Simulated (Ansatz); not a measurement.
# Br (I4/mmm): test of the smearing width from a Python script

How much does the smearing width move the energy of Br (I4/mmm)? Wanted for Br (I4/mmm): a test of the smearing width.

Computed with Ansatz 0.2.0 through its Python package. Level of theory: DFT r2SCAN, plane waves, PAW.

## Step 1: The structure

It takes space group I4/mmm (No. 139, tetragonal). Conventional cell: a = 2.847 Å, b = 2.847 Å, c = 7.155 Å, α = 90.00°, β = 90.00°, γ = 90.00°. Br (site symmetry 4/mmm) is surrounded by 4 Br at 2.85 Å.

No structure file is read: the coordinates are typed or built in the script.

## Step 2: Script

run_smear.py reads:

```python
'''Smearing width test for Br.'''

import ansatz as az
from tabulate import tabulate


def main() -> None:
    lattice = az.Lattice.of(
        (-1.4235, 1.4235, 3.5775),
        (1.4235, -1.4235, 3.5775),
        (1.4235, 1.4235, -3.5775),
    )
    sites = [
        ('Br', (0.0, 0.0, 0.0)),
    ]
    structure = az.Crystal(lattice=lattice)
    for symbol, position in sites:
        structure = structure.atom(symbol, position)

    base = (
        structure.calculation()
        .functional('r2scan')
        .kpoints(mesh=(12, 12, 12))
        .band_table()
    )

    rows = []
    for value in [0.25, 0.15, 0.1, 0.05, 0.025]:
        data = base.occupations('methfessel_paxton', width=value).run(threads=1, backend='cpu').report
        rows.append((value, data['free_energy_ev'] / len(data['lattice']['sites']), data['n_iterations'], data['gap_by_band_count_ev'], data['n_kpoints']))

    print(tabulate(rows, headers=['width (eV)', 'F/atom (eV)', 'iterations', 'gap by band count (eV)', 'k-points'], floatfmt='.4f', tablefmt='github'))

    # the last row is the reference
    for row in rows[:-1]:
        shift = 1000 * (row[1] - rows[-1][1])
        print(f'{row[0]}: {shift:+.2f} meV/atom' + ('  (within 1 meV)' if abs(shift) < 1 else ''))


if __name__ == '__main__':
    main()
```

## Step 3: The input behind the calls

The engine receives this input (first run):

```yaml
crystal:
  lattice:
    - [-1.4235, 1.4235, 3.5775]
    - [1.4235, -1.4235, 3.5775]
    - [1.4235, 1.4235, -3.5775]
  atoms:
    - { symbol: Br, position: [0.0, 0.0, 0.0] }
kpoints:
  mp_grid:
    grid: [12, 12, 12]
hamiltonian:
  xc: r2scan
scf:
  occupations:
    method: methfessel_paxton
    width: 0.25
output:
  eigenvalues: true
```

## Step 4: Launch

The run is started by

```console
> python run_smear.py
```

**Question.** How much does the free energy per atom change between the narrowest and the widest smearing, and why?

**Answer**, as computed:

| quantity | value |
| --- | --- |
| runs compared | 5 |
| last run but one, from the last | +0.00 meV/atom |
| within 5 meV/atom of the last run from | 0.25 |

**Reading.** Going from 0.025 to 0.25 eV changes F by +2.1 meV an atom. This scheme is built to cancel the term in the square of the width, so the shifts stay small and are partly the mesh's error. Caveats:
- The cell holds an odd number of electrons and is run without spin, so a magnetic state may lie lower.
- The narrowest width needs the finest mesh, so the last row is no converged reference.
- This isn't the structure that Br takes at ambient conditions. Whether this is the phase that is stable at ambient conditions was not tested.
